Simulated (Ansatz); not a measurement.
## C₃H₅Cl, SMILES ClC1CC1: energies of removing a hydrogen, step by step

Program: Ansatz 0.2.0 through its Python package.

The cells in order, each with its output:

In [1]:
```python
import ansatz as az
from ase import Atoms
```

In [2]:
```python
def energy(molecule, charge=0, unpaired=0):
    calc = molecule.calculation().basis(gaussian="def2-TZVP").functional("PBE0")
    if charge:
        calc = calc.charge(charge)
    if unpaired:
        calc = calc.spin("collinear", total=unpaired)
    report = calc.run(threads=1).report
    if report["published_state_doubts"]:
        print("  doubts:", report["published_state_doubts"])
    return report["free_energy_ev"]
```

In [3]:
```python
def without(molecule, index):
    rest = az.Crystal.molecule()
    for i, site in enumerate(molecule.cartesian_sites):
        if i != index:
            rest = rest.atom(site.symbol, site.position_ang)
    return rest
```

In [4]:
```python
atoms = Atoms(["Cl", "C", "C", "C", "H", "H", "H", "H", "H"], positions=[
    (-0.9229, -0.2982, -2.0336),
    (-0.4076, 0.4503, -0.5587),
    (0.8509, -0.027, 0.0273),
    (-0.3518, -0.3526, 0.6961),
    (-0.6436, 1.4992, -0.5208),
    (1.4198, -0.8122, -0.4579),
    (1.549, 0.7063, 0.5239),
    (-0.7344, -1.3716, 0.6395),
    (-0.671, 0.1594, 1.6671),
])
mol = az.Crystal.molecule_from_ase(atoms)
```

In [5]:
```python
whole = energy(mol, 0)
hydrogen = energy(az.Crystal.molecule().atom("H", (0, 0, 0)), 0, 1)
print(f"E(molecule) = {whole:.5f} eV, E(H) = {hydrogen:.5f} eV")
for index in [4, 8]:
    radical = energy(without(mol, index), 0, 1)
    print(f"H{index}: homolysis {96.485332 * (radical + hydrogen - whole):.1f} kJ/mol")
```
```text
E(molecule) = -15707.68847 eV, E(H) = -13.63389 eV
H4: homolysis 465.0 kJ/mol
H8: homolysis 465.8 kJ/mol
```

Total energies depend on the basis set; only differences at equal settings carry meaning. The geometry is a force-field or estimated start, not a minimum of this method, and the basis set is short of its limit. All parts are taken at fixed geometry, without zero-point energy. Run time: 24 s on 1 thread of Arm Neoverse V1, on a shared host, peak memory 0.41 GiB.
